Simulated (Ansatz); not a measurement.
# C3H10CuOP: small, medium and large basis sets

One table from this session's results is given with a row withheld; the runs are named, their logs left out.

Method: one geometry, several basis sets; program: Ansatz 0.2.0, Gaussian basis.

Plan: PBE0-D4/def2-SVP; ωB97M-V/def2-SVP; PBE0-D4/def2-QZVPP; ωB97M-V/def2-QZVPP; the functionals' def2-TZVPP values are taken from earlier runs.

## Structure used throughout

The geometry comes from an earlier relaxation with PBE0-D4 in a triple-zeta def2 set; it is a stationary point, not always the lowest conformer.

SMILES `C[P+](C)(C)[Cu-][OH]`, 16 atoms, charge 0, spin multiplicity 1.

Atoms are counted from 1 here; the program's logs count them from 0.

Bond lengths: C1–P2 1.821 Å, C1–H7 1.091 Å, C1–H8 1.093 Å, C1–H9 1.091 Å, P2–C3 1.821 Å, P2–C4 1.821 Å, P2–Cu5 2.148 Å, C3–H10 1.091 Å, C3–H11 1.093 Å, C3–H12 1.091 Å, C4–H13 1.091 Å, C4–H14 1.093 Å, C4–H15 1.091 Å, Cu5–O6 1.792 Å, O6–H16 0.958 Å. Angles: P2–C1–H7 109.4°, P2–C1–H8 111.3°, P2–C1–H9 109.5°, H7–C1–H8 109.3°, H7–C1–H9 108.1°, H8–C1–H9 109.3°, C1–P2–C3 102.9°, C1–P2–C4 102.8°, C1–P2–Cu5 115.4°, C3–P2–C4 102.8°, C3–P2–Cu5 115.4°, C4–P2–Cu5 115.8°, P2–C3–H10 109.4°, P2–C3–H11 111.4°, P2–C3–H12 109.4°, H10–C3–H11 109.3°, H10–C3–H12 108.0°, H11–C3–H12 109.3° and more.

Set-up of the first run:

in.yaml

```yaml
crystal:
  periodic: [false, false, false]
  atoms:
    - {symbol: C, position_ang: [-0.533993, -1.476862, 0.840429]}
    - {symbol: P, position_ang: [0.015884, 0.033249, -0.015970]}
    - {symbol: C, position_ang: [1.824210, -0.173167, -0.080153]}
    - {symbol: C, position_ang: [-0.486738, -0.273631, -1.739379]}
    - {symbol: Cu, position_ang: [-0.669417, 1.879958, 0.841953]}
    - {symbol: O, position_ang: [-1.149350, 3.483273, 1.481290]}
    - {symbol: H, position_ang: [-0.190620, -1.452553, 1.875714]}
    - {symbol: H, position_ang: [-0.145209, -2.373952, 0.352451]}
    - {symbol: H, position_ang: [-1.624368, -1.514627, 0.846640]}
    - {symbol: H, position_ang: [2.260874, 0.634780, -0.669204]}
    - {symbol: H, position_ang: [2.099882, -1.133033, -0.523779]}
    - {symbol: H, position_ang: [2.231864, -0.111875, 0.929981]}
    - {symbol: H, position_ang: [-0.114429, 0.531816, -2.374267]}
    - {symbol: H, position_ang: [-0.099810, -1.228613, -2.103315]}
    - {symbol: H, position_ang: [-1.575847, -0.277239, -1.804119]}
    - {symbol: H, position_ang: [-1.842914, 3.452467, 2.141729]}
basis:
  gaussian: {orbitals: def2-SVP}
hamiltonian: {xc: pbe0, dispersion: d4}
output: {orbitals: {seedname: orbitals}}
```

Run with:

```console
$ ansatz run in.yaml --threads 2 --pin off --events-out ev --progress --plain --max-ram 22528MiB --backend cpu
```

Steps of the session up to this table: PBE0-D4 in def2-SVP; ωB97M-V in def2-SVP; PBE0-D4 in def2-QZVPP; ωB97M-V in def2-QZVPP.

One of the session's tables, all rows but one given; the rest of the session is left out.

It belongs to the step «Density functionals: the series». 

| functional | basis | HOMO (eV) | LUMO (eV) |
| --- | --- | --- | --- |
| PBE0-D4 | def2-SVP | -5.18 | 0.55 |
| PBE0-D4 | def2-TZVPP | ? | ? |
| PBE0-D4 | def2-QZVPP | -5.94 | -0.18 |
| ωB97M-V | def2-SVP | -7.60 | 1.69 |
| ωB97M-V | def2-TZVPP | -8.33 | 1.48 |
| ωB97M-V | def2-QZVPP | -8.43 | 0.87 |

**Question.** Estimate the row for PBE0-D4, def2-TZVPP.

The run gave: HOMO (eV): -5.85; LUMO (eV): 0.15. In the column «HOMO (eV)» it lies between PBE0-D4, def2-QZVPP (-5.94) and PBE0-D4, def2-SVP (-5.18).
